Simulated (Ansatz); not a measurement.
# GaH (triplet): wave-function methods side by side at distance Ga1–H2 = 2.249 Å, cc-pVQZ

How much of the correlation energy of GaH (triplet) does each wave-function method recover here?

Method: cc-pVQZ, core rule «outside noble gas», up to 14 orbitals frozen; program: Ansatz 0.2.0, Gaussian basis.

The runs, in order: UHF; CCSD(T) on ROHF; CCSD(T) on UHF; BCCD(T) on ROHF; CCSDT(Q) on ROHF; CCSDT(Q) on UHF; CASSCF and NEVPT2, 4 electrons in 5 orbitals; Full CI; Full CI in the symmetry of the determinant.

22 further runs of the same task are left out: 3 for a known fault of the program, 15 that didn't finish, 4 set aside as unsound or not needed.

## 1. The geometry

The geometry derives from a PBE0/def2-TZVP stationary point (not a proven minimum). One bond is set to the value named and the two fragments are kept rigid. No spin-orbit coupling is included. The filled d shell of Ga may be among the frozen orbitals whatever the setting's name suggests; the logs give the count.

2 atoms, charge 0, spin multiplicity 3.

Atoms are counted from 1 here; the program's logs count them from 0.

No contacts short enough for the rule that draws bonds.

As a file:

```
Ga    0.0000    0.0000    0.0000
H     0.0000    0.0000    2.2490
```

In the tables R marks a restricted open-shell determinant and U an unrestricted one; 'valence' is the active space of 4 electrons in 5 orbitals; energies count from the table's Hartree-Fock row.

## 2. UHF

in.yaml

```yaml
crystal:
  periodic: [false, false, false]
  atoms:
    - {symbol: Ga, position_ang: [0.000000, 0.000000, 0.000000]}
    - {symbol: H, position_ang: [0.000000, 0.000000, 2.249000]}
basis:
  gaussian: {orbitals: cc-pVQZ}
magnetization: {spin_polarized: true, initial_magnetization: 2}
hamiltonian: {xc: hf}
output: {orbitals: {seedname: orbitals}}
```

Started as:

```
$ ansatz run in.yaml --threads 1 --pin off --events-out ev --progress --plain --max-ram 2393MiB
```

The program printed:

```text
Functional definition: HF
  name "HF"
  cite "Fock, Z. Phys. 61, 126 (1930) doi:10.1007/BF01340294"
  parent pbe
  exchange = exact_x
  correlation = 0
619 factors; their error is unknown
mean field evaluation 1: about -52346.3702 eV, gradient 4.7e0 eV
mean field evaluation 2: about -52346.7999 eV, gradient 2.6e0 eV
mean field evaluation 4: about -52346.9759 eV, gradient 4.1e-1 eV
mean field evaluation 8: about -52348.3456 eV, gradient 1.3e0 eV
mean field evaluation 16: about -52347.7343 eV, gradient 4.9e0 eV
mean field evaluation 32: about -52347.5389 eV, gradient 3.8e0 eV
mean field -52348.34844401 eV, -1923.7663223325 hartree, gradient 2.2e-5 eV, S^2 2.062839; 0 other end points of the search recorded, 0 dependent functions left out
reference -52348.34844401 eV, -1923.7663223325 hartree; 17, 15 occupied and 81, 83 virtual orbitals, 619 factors
Total energy: -52348.34844401 eV, -1923.7663223325 hartree
```

Run time: 1.3 s. Hardware: 1 thread of Arm Neoverse V2, shared host.

From the report: ⟨S²⟩ of the determinant 2.063 (pure triplet: 2.00).

## 3. CCSD(T) on ROHF

in.yaml

```yaml
crystal:
  periodic: [false, false, false]
  atoms:
    - {symbol: Ga, position_ang: [0.000000, 0.000000, 0.000000]}
    - {symbol: H, position_ang: [0.000000, 0.000000, 2.249000]}
basis:
  gaussian: {orbitals: cc-pVQZ}
magnetization: {spin_polarized: false, initial_magnetization: 2}
correlation: {method: ccsd_t, electrons: outside_noble_gas}
```

The command is unchanged.

The program printed (excerpt; [...] marks lines left out):

```text
Functional definition: HF
  name "HF"
  cite "Fock, Z. Phys. 61, 126 (1930) doi:10.1007/BF01340294"
  parent pbe
[...]
603 factors; integrals over basis functions are off by at most 9.2e-4 eV
[...]
mean field -52348.14956679 eV, -1923.7590137293 hartree, gradient 9.5e-6 eV, S^2 2.000000; 5 other end points of the search recorded, 0 dependent functions left out
[...]
determinant -52348.14956679 eV, -1923.7590137293 hartree, with singles and doubles -52349.90930196 eV, -1923.8236828041 hartree
determinant -52346.89984013 eV, -1923.7130871215 hartree, with singles and doubles -52348.51622121 eV, -1923.7724880308 hartree
14 core orbitals not correlated: weight in the atoms' cores, before any rotation towards them, 1.000 or more for the frozen orbitals, at most 0.000 for the correlated occupied ones
reference -52348.14956679 eV, -1923.7590137293 hartree; 3, 1 occupied and 81, 83 virtual orbitals, 603 factors
second order -1.18157317 eV of doubles, -0.07943529 eV of singles
cycle   1  -1.67709777 eV  change   -1.1e-1 eV  update   2.4e-2
[...]
cycle  11  -1.70088558 eV  change    1.3e-6 eV  update   3.2e-6
perturbative correction -0.04829717 eV, -0.0017748882 hartree
Total energy: -52349.89874954 eV, -1923.8232950096 hartree
```

Run time: 6.5 s. Hardware: 1 thread of Arm Neoverse V2, shared host; peak memory 0.35 GiB.

From the report: correlation -1.7492 eV; T1 0.063; largest double amplitude 0.09.

## 4. CCSD(T) on UHF

Edit in.yaml of step 3 so:

```diff
@@ -7,3 +7,3 @@
   gaussian: {orbitals: cc-pVQZ}
-magnetization: {spin_polarized: false, initial_magnetization: 2}
+magnetization: {spin_polarized: true, initial_magnetization: 2}
 correlation: {method: ccsd_t, electrons: outside_noble_gas}
```

The command is unchanged.

The program printed (excerpt; [...] marks lines left out):

```text
Functional definition: HF
  name "HF"
  cite "Fock, Z. Phys. 61, 126 (1930) doi:10.1007/BF01340294"
  parent pbe
[...]
603 factors; integrals over basis functions are off by at most 9.2e-4 eV
[...]
mean field -52348.34918290 eV, -1923.7663494860 hartree, gradient 2.7e-6 eV, S^2 2.062838; 5 other end points of the search recorded, 0 dependent functions left out
determinant -52348.34918290 eV, -1923.7663494860 hartree, with singles and doubles -52349.92227851 eV, -1923.8241596835 hartree
determinant -52346.95369883 eV, -1923.7150663923 hartree, with singles and doubles -52348.51973163 eV, -1923.7726170362 hartree
14 core orbitals not correlated: weight in the atoms' cores, before any rotation towards them, 1.000 or more for the frozen orbitals, at most 0.000 for the correlated occupied ones
reference -52348.34918290 eV, -1923.7663494860 hartree; 3, 1 occupied and 81, 83 virtual orbitals, 603 factors
second order -1.08321121 eV of doubles, -0.00000000 eV of singles
cycle   1  -1.49926493 eV  change   -1.2e-1 eV  update   2.2e-2
[...]
cycle  12  -1.51519799 eV  change   -1.9e-6 eV  update   1.2e-6
perturbative correction -0.04292504 eV, -0.0015774660 hartree
Total energy: -52349.90730592 eV, -1923.8236094511 hartree
```

It took 6 s on 1 thread of Arm Neoverse V2, shared host; peak memory 0.34 GiB.

From the report: ⟨S²⟩ of the determinant 2.063 (pure triplet: 2.00); correlation -1.5581 eV; T1 0.033; largest double amplitude 0.09.

## 5. BCCD(T) on ROHF

in.yaml

```yaml
crystal:
  periodic: [false, false, false]
  atoms:
    - {symbol: Ga, position_ang: [0.000000, 0.000000, 0.000000]}
    - {symbol: H, position_ang: [0.000000, 0.000000, 2.249000]}
basis:
  gaussian: {orbitals: cc-pVQZ}
magnetization: {spin_polarized: false, initial_magnetization: 2}
correlation: {method: bccd_t, electrons: outside_noble_gas}
```

Same command.

The program printed (excerpt; [...] marks lines left out):

```text
Functional definition: HF
  name "HF"
  cite "Fock, Z. Phys. 61, 126 (1930) doi:10.1007/BF01340294"
  parent pbe
[...]
603 factors; integrals over basis functions are off by at most 9.2e-4 eV
[...]
mean field -52348.14956679 eV, -1923.7590137293 hartree, gradient 9.5e-6 eV, S^2 2.000000; 5 other end points of the search recorded, 0 dependent functions left out
[...]
determinant -52348.14956679 eV, -1923.7590137293 hartree, with singles and doubles -52349.90930196 eV, -1923.8236828041 hartree
determinant -52346.89984013 eV, -1923.7130871215 hartree, with singles and doubles -52348.51622121 eV, -1923.7724880308 hartree
14 core orbitals not correlated: weight in the atoms' cores, before any rotation towards them, 1.000 or more for the frozen orbitals, at most 0.000 for the correlated occupied ones
reference -52348.14956679 eV, -1923.7590137293 hartree; 3, 1 occupied and 81, 83 virtual orbitals, 603 factors
second order -1.18157317 eV of doubles, -0.07943529 eV of singles
cycle   1  -1.69731030 eV  change   -1.3e-1 eV  update   2.9e-2
[...]
cycle  12  -1.70169348 eV  change   -1.7e-6 eV  update   3.1e-6
perturbative correction -0.04738582 eV, -0.0017413966 hartree
Total energy: -52349.89864608 eV, -1923.8232912077 hartree
```

Wall time 7.5 s (1 thread of Arm Neoverse V2, shared host); peak memory 0.45 GiB.

From the report: correlation -1.7491 eV; largest double amplitude 0.09.

## 6. CCSDT(Q) on ROHF

Edit in.yaml of step 5 so:

```diff
@@ -8,2 +8,2 @@
 magnetization: {spin_polarized: false, initial_magnetization: 2}
-correlation: {method: bccd_t, electrons: outside_noble_gas}
+correlation: {method: ccsdt_q, electrons: outside_noble_gas}
```

Launched as before.

The program printed (excerpt; [...] marks lines left out):

```text
Functional definition: HF
  name "HF"
  cite "Fock, Z. Phys. 61, 126 (1930) doi:10.1007/BF01340294"
  parent pbe
[...]
1099 factors; integrals over basis functions are off by at most 2.5e-7 eV
[...]
mean field -52348.14956893 eV, -1923.7590138079 hartree, gradient 3.1e-6 eV, S^2 2.000000; 5 other end points of the search recorded, 0 dependent functions left out
determinant -52348.14956893 eV, -1923.7590138079 hartree, with singles and doubles -52349.90930884 eV, -1923.8236830567 hartree
determinant -52346.89983979 eV, -1923.7130871094 hartree, with singles and doubles -52348.51623090 eV, -1923.7724883868 hartree
14 core orbitals not correlated: weight in the atoms' cores, before any rotation towards them, 1.000 or more for the frozen orbitals, at most 0.000 for the correlated occupied ones
reference -52348.14956893 eV, -1923.7590138079 hartree; 3, 1 occupied and 81, 83 virtual orbitals, 1099 factors
second order -1.18158085 eV of doubles, -0.07943514 eV of singles
cycle   1  -1.49397364 eV  change   -2.3e-1 eV  update   6.4e-2
[...]
cycle  16  -1.76380875 eV  change    1.6e-7 eV  update   2.6e-7
perturbative correction -0.00078926 eV, -0.0000290047 hartree
Total energy: -52349.91416693 eV, -1923.8238615885 hartree
```

Wall time 59 s (1 thread of Arm Neoverse V2, shared host); peak memory 1 GiB.

From the report: correlation -1.7646 eV; T1 0.065; largest double amplitude 0.10.

## 7. CCSDT(Q) on UHF

Edit in.yaml of step 6 so:

```diff
@@ -7,3 +7,3 @@
   gaussian: {orbitals: cc-pVQZ}
-magnetization: {spin_polarized: false, initial_magnetization: 2}
+magnetization: {spin_polarized: true, initial_magnetization: 2}
 correlation: {method: ccsdt_q, electrons: outside_noble_gas}
```

Launched as before.

The program printed (excerpt; [...] marks lines left out):

```text
Functional definition: HF
  name "HF"
  cite "Fock, Z. Phys. 61, 126 (1930) doi:10.1007/BF01340294"
  parent pbe
[...]
1099 factors; integrals over basis functions are off by at most 2.5e-7 eV
[...]
mean field -52348.34918468 eV, -1923.7663495514 hartree, gradient 1.8e-6 eV, S^2 2.062838; 5 other end points of the search recorded, 0 dependent functions left out
determinant -52348.34918468 eV, -1923.7663495514 hartree, with singles and doubles -52349.92228714 eV, -1923.8241600005 hartree
determinant -52346.95369895 eV, -1923.7150663968 hartree, with singles and doubles -52348.51973971 eV, -1923.7726173333 hartree
14 core orbitals not correlated: weight in the atoms' cores, before any rotation towards them, 1.000 or more for the frozen orbitals, at most 0.000 for the correlated occupied ones
reference -52348.34918468 eV, -1923.7663495514 hartree; 3, 1 occupied and 81, 83 virtual orbitals, 1099 factors
second order -1.08321844 eV of doubles, -0.00000000 eV of singles
cycle   1  -1.30867598 eV  change   -2.3e-1 eV  update   6.1e-2
[...]
cycle  18  -1.57265986 eV  change    3.3e-7 eV  update   1.9e-7
perturbative correction -0.00072570 eV, -0.0000266690 hartree
Total energy: -52349.92257024 eV, -1923.8241704043 hartree
```

Wall time 67 s (1 thread of Arm Neoverse V2, shared host); peak memory 0.99 GiB.

From the report: ⟨S²⟩ of the determinant 2.063 (pure triplet: 2.00); correlation -1.5734 eV; T1 0.034; largest double amplitude 0.09.

## 8. CASSCF and NEVPT2, 4 electrons in 5 orbitals

in.yaml

```yaml
crystal:
  periodic: [false, false, false]
  atoms:
    - {symbol: Ga, position_ang: [0.000000, 0.000000, 0.000000]}
    - {symbol: H, position_ang: [0.000000, 0.000000, 2.249000]}
basis:
  gaussian: {orbitals: cc-pVQZ}
magnetization: {spin_polarized: false, initial_magnetization: 2}
correlation: {method: sc_nevpt2, electrons: outside_noble_gas, active_space: {window: {electrons: 4, orbitals: 5}, shells: [{species: Ga, l: s, shell: 4}, {species: Ga, l: p, shell: 4}, {species: H, l: s, shell: 1}]}}
```

The command is unchanged.

The program printed:

```text
Functional definition: HF
  name "HF"
  cite "Fock, Z. Phys. 61, 126 (1930) doi:10.1007/BF01340294"
  parent pbe
  exchange = exact_x
  correlation = 0
1099 factors; integrals over basis functions are off by at most 2.5e-7 eV
mean field evaluation 1: about -52347.4596 eV, gradient 4.6e0 eV
mean field evaluation 2: about -52347.4620 eV, gradient 4.6e0 eV
mean field evaluation 4: about -52348.0775 eV, gradient 1.5e0 eV
mean field evaluation 8: about -52348.1493 eV, gradient 9.7e-2 eV
mean field evaluation 16: about -52348.1547 eV, gradient 4.9e-1 eV
mean field evaluation 32: about -52347.9415 eV, gradient 3.3e0 eV
mean field -52348.14956893 eV, -1923.7590138079 hartree, gradient 3.1e-6 eV, S^2 2.000000; 4 other end points of the search recorded, 0 dependent functions left out
reference -52348.14956893 eV, -1923.7590138079 hartree; 17, 15 occupied and 81, 83 virtual orbitals, 1099 factors
state -52348.91789742 eV, -1923.7872493593 hartree
state -52348.91789742 eV, -1923.7872493593 hartree; corrected -52349.66280588 eV, -1923.8146242401 hartree
Total energy: -52349.66280588 eV, -1923.8146242401 hartree
Checks for a lower state left out: starts, orbital_swaps
```

It took 4.9 s on 1 thread of Arm Neoverse V2, shared host.

From the report: 24 determinants; active occupations 1.92, 1.00, 1.00, 0.05, 0.03.

## 9. Full CI

in.yaml

```yaml
crystal:
  periodic: [false, false, false]
  atoms:
    - {symbol: Ga, position_ang: [0.000000, 0.000000, 0.000000]}
    - {symbol: H, position_ang: [0.000000, 0.000000, 2.249000]}
basis:
  gaussian: {orbitals: cc-pVQZ}
magnetization: {spin_polarized: false, initial_magnetization: 2}
correlation: {method: fci, electrons: outside_noble_gas}
```

The command is unchanged.

The program printed:

```text
Functional definition: HF
  name "HF"
  cite "Fock, Z. Phys. 61, 126 (1930) doi:10.1007/BF01340294"
  parent pbe
  exchange = exact_x
  correlation = 0
1099 factors; integrals over basis functions are off by at most 2.5e-7 eV
mean field evaluation 1: about -52347.4596 eV, gradient 4.6e0 eV
mean field evaluation 2: about -52347.4620 eV, gradient 4.6e0 eV
mean field evaluation 4: about -52348.0775 eV, gradient 1.5e0 eV
mean field evaluation 8: about -52348.1493 eV, gradient 9.7e-2 eV
mean field evaluation 16: about -52348.1547 eV, gradient 4.9e-1 eV
mean field evaluation 32: about -52347.9415 eV, gradient 3.3e0 eV
mean field -52348.14956893 eV, -1923.7590138079 hartree, gradient 3.1e-6 eV, S^2 2.000000; 4 other end points of the search recorded, 0 dependent functions left out
14 core orbitals not correlated: weight in the atoms' cores, before any rotation towards them, 1.000 or more for the frozen orbitals, at most 0.000 for the correlated occupied ones
reference -52348.14956893 eV, -1923.7590138079 hartree; 3, 1 occupied and 81, 83 virtual orbitals, 1099 factors
state -52349.91386434 eV, -1923.8238504683 hartree
Total energy: -52349.91386434 eV, -1923.8238504683 hartree
```

Wall time 38 s (1 thread of Arm Neoverse V2, shared host); peak memory 0.59 GiB.

From the report: 3,037,760 determinants, symmetry B1.

## 10. Full CI in the symmetry of the determinant

Edit in.yaml of step 9 so:

```diff
@@ -6,3 +6,3 @@
 basis:
-  gaussian: {orbitals: cc-pVQZ}
+  gaussian: {orbitals: cc-pVQZ, occupation: {up: {"A1": 9, "A2": 1, "B1": 3, "B2": 4}, down: {"A1": 8, "A2": 1, "B1": 3, "B2": 3}}}
 magnetization: {spin_polarized: false, initial_magnetization: 2}
```

Same command.

The program printed:

```text
Functional definition: HF
  name "HF"
  cite "Fock, Z. Phys. 61, 126 (1930) doi:10.1007/BF01340294"
  parent pbe
  exchange = exact_x
  correlation = 0
1099 factors; integrals over basis functions are off by at most 2.5e-7 eV
mean field evaluation 1: about -52347.4599 eV, gradient 4.6e0 eV
mean field evaluation 2: about -52347.9359 eV, gradient 3.3e0 eV
mean field evaluation 4: about -52348.1412 eV, gradient 4.4e-1 eV
mean field evaluation 8: about -52348.1496 eV, gradient 3.4e-4 eV
mean field -52348.14956893 eV, -1923.7590138079 hartree, gradient 1.6e-6 eV, S^2 2.000000; 0 other end points of the search recorded, 0 dependent functions left out
mean field evaluation 16: about -52348.3498 eV, gradient 1.4e-1 eV
14 core orbitals not correlated: weight in the atoms' cores, before any rotation towards them, 1.000 or more for the frozen orbitals, at most 0.000 for the correlated occupied ones
reference -52348.14956893 eV, -1923.7590138079 hartree; 3, 1 occupied and 81, 83 virtual orbitals, 1099 factors
state -52349.91386434 eV, -1923.8238504682 hartree
Total energy: -52349.91386434 eV, -1923.8238504682 hartree
```

Wall time 14 s (1 thread of Arm Neoverse V2, shared host); peak memory 0.5 GiB.

From the report: 3,037,760 determinants, symmetry B2.

## 11. Natural occupations

Natural occupations of the FCI state about the gap (report; correlated orbitals 1 to 10): 1.897, 0.995, 0.981, 0.047, 0.032, 0.011, 0.009, 0.007, 0.006, 0.004. The count of effectively unpaired electrons, Σ n²(2 − n)², is 2.05; a single determinant of this spin has 2.

## 12. Misses and costs

The yardstick is full CI for this spin, exact in this basis with these frozen cores. Rows without a time come out of other runs: HF, MP2 and CCSD of CCSD(T), CCSDT of CCSDT(Q), CASSCF and MRCISD of the multireference runs.

Differences are taken before rounding.

```
        method  energy from the lowest RHF (kcal/mol)  from FCI (kcal/mol)   time
           RHF                                   0.00               +40.69       
           UHF                                  -4.60               +36.08       
          RMP2                                 -29.08               +11.61       
          UMP2                                 -29.58               +11.10       
         RCCSD                                 -39.22                +1.46       
         UCCSD                                 -39.54                +1.14       
      RCCSD(T)                                 -40.34                +0.35  6.5 s
      UCCSD(T)                                 -40.53                +0.15    6 s
       BCCD(T)                                 -40.33                +0.35  7.5 s
        RCCSDT                                 -40.67                +0.01       
        UCCSDT                                 -40.87                -0.18       
     RCCSDT(Q)                                 -40.69                -0.01   59 s
     UCCSDT(Q)                                 -40.89                -0.20   67 s
CASSCF valence                                 -17.72               +22.97       
NEVPT2 valence                                 -34.90                +5.79  4.9 s
           FCI                                 -40.69                    0   38 s
```

Among the levels timed on like hardware and quicker than the yardstick, those that no quicker one beats, quickest first: NEVPT2 valence (4.9 s, +5.79 kcal/mol); UCCSD(T) (6 s, +0.15 kcal/mol).

## 13. Summary of results

| quantity | value |
| --- | --- |
| FCI below the RHF energy | -1.7643 eV |
| RMP2 from FCI | +11.61 kcal/mol |
| UMP2 from FCI | +11.10 kcal/mol |
| RCCSD from FCI | +1.46 kcal/mol |
| RCCSD(T) from FCI | +0.35 kcal/mol |
| UCCSD(T) from FCI | +0.15 kcal/mol |
| RCCSDT(Q) from FCI | -0.01 kcal/mol |
| UCCSDT(Q) from FCI | -0.20 kcal/mol |
| NEVPT2 valence from FCI | +5.79 kcal/mol |
| levels within 1 kcal/mol (43 meV) | RCCSD(T), UCCSD(T), BCCD(T), RCCSDT, UCCSDT, RCCSDT(Q), UCCSDT(Q) |
| T1 diagnostic | 0.063 |
| effectively unpaired electrons | 2.05 |

**Reading.** RCCSD(T) misses by +0.35 kcal/mol, 0.9 % of the correlation energy. UCCSDT, UCCSDT(Q) fall below full CI: unrestricted runs freeze a spin-polarised core, another one than full CI's, and coupled cluster isn't variational. The occupations are near whole numbers, but T1 = 0.063 shows that the orbitals relax strongly. These misses are within one basis, not against nature; the frozen cores of restricted and unrestricted runs differ, which can shift their rows.

UCCSD(T) reaches 0.15 kcal/mol from the reference in 6 s, where FCI took 38 s; the quickest level in the cost chart, NEVPT2 valence, takes 4.9 s and misses by 5.79 kcal/mol.
